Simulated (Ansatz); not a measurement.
# GaGeH₁₀NSi₂: basis-set convergence

The task here is to estimate one member of a computed series from the others.

Program: Ansatz 0.2.0, Gaussian basis. Level of theory: one geometry, several basis sets. These are calculated values, not measurements.

Levels to be run: PBE0-D4/def2-SVP; ωB97M-V/def2-SVP; PBE0-D4/def2-QZVPP; ωB97M-V/def2-QZVPP; the functionals' def2-TZVPP values are taken from earlier runs.

### The relaxed structure

All runs share one geometry, relaxed beforehand with PBE0-D4 in a triple-zeta def2 set.

SMILES `[GaH2][NH][SiH2][SiH2][GeH3]`, 15 atoms, charge 0, spin multiplicity 1.

Atoms are counted from 1 here; the program's logs count them from 0.

Bond lengths: Ga1–N2 1.850 Å, Ga1–H6 1.565 Å, Ga1–H7 1.560 Å, N2–Si3 1.719 Å, N2–H8 1.009 Å, Si3–Si4 2.352 Å, Si3–H9 1.493 Å, Si3–H10 1.492 Å, Si4–Ge5 2.384 Å, Si4–H11 1.488 Å, Si4–H12 1.490 Å, Ge5–H13 1.537 Å, Ge5–H14 1.565 Å, Ge5–H15 1.538 Å. Angles: N2–Ga1–H6 114.5°, N2–Ga1–H7 117.5°, H6–Ga1–H7 127.2°, Ga1–N2–Si3 125.6°, Ga1–N2–H8 116.8°, Si3–N2–H8 116.9°, N2–Si3–Si4 107.2°, N2–Si3–H9 114.5°, N2–Si3–H10 110.4°, Si4–Si3–H9 110.0°, Si4–Si3–H10 107.7°, H9–Si3–H10 106.9°, Si3–Si4–Ge5 105.6°, Si3–Si4–H11 114.4°, Si3–Si4–H12 112.4°, Ge5–Si4–H11 108.4°, Ge5–Si4–H12 107.6°, H11–Si4–H12 108.2° and more.

Set-up of the first run:

in.yaml

```yaml
crystal:
  periodic: [false, false, false]
  atoms:
    - {symbol: Ga, position_ang: [-1.319056, -1.175582, 1.167684]}
    - {symbol: N, position_ang: [0.520273, -1.369714, 1.119980]}
    - {symbol: Si, position_ang: [1.518310, -1.109818, -0.255481]}
    - {symbol: Si, position_ang: [0.457723, 0.513981, -1.586256]}
    - {symbol: Ge, position_ang: [-0.700534, 1.933828, -0.060869]}
    - {symbol: H, position_ang: [-2.016234, -1.241668, -0.231505]}
    - {symbol: H, position_ang: [-2.009443, -1.194922, 2.566420]}
    - {symbol: H, position_ang: [0.987547, -1.489917, 2.006397]}
    - {symbol: H, position_ang: [1.788752, -2.334375, -1.064968]}
    - {symbol: H, position_ang: [2.842645, -0.562590, 0.160090]}
    - {symbol: H, position_ang: [-0.526774, -0.034309, -2.557289]}
    - {symbol: H, position_ang: [1.431495, 1.357027, -2.335697]}
    - {symbol: H, position_ang: [-1.812308, 2.787974, -0.691072]}
    - {symbol: H, position_ang: [-1.418146, 1.076425, 1.034239]}
    - {symbol: H, position_ang: [0.255750, 2.843658, 0.728346]}
basis:
  gaussian: {orbitals: def2-SVP}
hamiltonian: {xc: pbe0, dispersion: d4}
output: {orbitals: {seedname: orbitals}}
```

Launch:

```
> ansatz run in.yaml --threads 2 --pin off --events-out ev --progress --plain --max-ram 22528MiB --backend cpu
```

Among the steps run: PBE0-D4 in def2-SVP; ωB97M-V in def2-SVP; PBE0-D4 in def2-QZVPP; ωB97M-V in def2-QZVPP.

One table of the session follows, with a row left open; its other results are not shown here.

It belongs to the step «Density functionals: the series». 

```
functional       basis  HOMO (eV)
   PBE0-D4    def2-SVP      -7.19
   PBE0-D4  def2-TZVPP      -7.24
   PBE0-D4  def2-QZVPP      -7.25
   ωB97M-V    def2-SVP      -9.32
   ωB97M-V  def2-TZVPP      -9.40
   ωB97M-V  def2-QZVPP          ?
```

Estimate the missing values for ωB97M-V, def2-QZVPP.

**Answer.** HOMO (eV): -9.41. In the column «HOMO (eV)» it is the lowest.
